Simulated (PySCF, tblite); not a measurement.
**C4H10ClSi radical: geometry, infrared bands and EPR parameters**

Aim: predict the infrared bands and EPR parameters of C4H10ClSi radical (`C[C@H]([SiH3])C[CH]Cl`).

Programs: tblite 0.8.0 and PySCF 2.14.0, with density-fitted response routines of our own. Each step states its level of theory. These are calculated values for one molecule in the gas phase, unless marked as measured. Atoms are numbered from 0 throughout.

### Step 1. The molecule as given

16 atoms, charge 0, multiplicity 2; geometry from: force field or distance geometry start.

Bonds of the start (Å): C0–C1 1.54, C1–Si2 1.90, C1–C3 1.55, C3–C4 1.49, C4–Cl5 1.71, C0–H6 1.10, C0–H7 1.09, C0–H8 1.10, C1–H9 1.11, Si2–H10 1.49, Si2–H11 1.48, Si2–H12 1.48, C3–H13 1.09, C3–H14 1.09, C4–H15 1.08.

### Step 2. Optimising the geometry with GFN2-xTB

Job settings and geometry (Å):

```
{"job": {"kind": "relax", "xc": "GFN2-xTB", "basis": "xTB"}, "charge": 0, "multiplicity": 2}
C     -0.309400    -1.480600    -0.310500
C     -0.242900    -0.106100     0.381200
Si    -1.918500     0.786800     0.397500
C      0.877600     0.780000    -0.221500
C      2.236000     0.198400    -0.011100
Cl     3.192200    -0.205200    -1.373600
H     -0.520900    -1.364200    -1.384900
H      0.623700    -2.031200    -0.196000
H     -1.109100    -2.101100     0.119700
H     -0.009000    -0.293700     1.453000
H     -2.951300    -0.070600     1.043800
H     -1.803700     2.059900     1.149900
H     -2.340900     1.084400    -0.992700
H      0.876700     1.760000     0.262500
H      0.678300     0.957600    -1.276600
H      2.713600     0.034400     0.948000
```

The run is started by

```bash
OMP_NUM_THREADS=1 python probes_run.py task.json out
```

One launch serves the whole session: the jobs run in the order shown.

**Question.** This job is followed by: GFN2-xTB harmonic vibrations, gas phase; UKS B3LYP, pcH-1 on C Cl H Si, non-relativistic, mean-field spin-orbit, GIAO. Predict these results of the whole session: strongest single infrared mode (GFN2-xTB); zero-point energy (GFN2-xTB); g(iso) (B3LYP); ⟨S²⟩; largest a(iso) (averaged by class); potential on the surface of density 0.002 e/bohr³, 1st and 99th percentile.

**Answer**, as computed:

| quantity | value |
| --- | --- |
| strongest single infrared mode (GFN2-xTB) | 786 cm⁻¹, 502 km/mol |
| zero-point energy (GFN2-xTB) | 76.2 kcal/mol |
| g(iso) (B3LYP) | 2.00602 |
| ⟨S²⟩ | 0.754 (exact 0.75) |
| largest a(iso) (averaged by class) | 13C on C4, 133.2 MHz |
| potential on the surface of density 0.002 e/bohr³, 1st and 99th percentile | -0.50 V and 1.02 V |

What this shows: The optimisation took 65 steps and gained 0.091 eV; among the close pairs (by a distance rule), Si2–H10 changed most, from 1.490 to 1.464 Å. No mode is imaginary among the 42: a minimum at this level. The strongest single mode, at 786 cm⁻¹, is spread over several atoms, H11, H10, H12, Si2 among them. GFN2-xTB is a fitted tight-binding method: band positions and strengths are rough. Its intensities can rank the bands wrongly. Most of the unpaired spin sits on C4 (0.94 e). The isotropic g lies 3.7 ppt above the free-electron value. These values are for one conformer; the search (at its own cheap level) found 2 more, at 0.06, 0.11 kcal/mol, and measured spectra average over such forms.
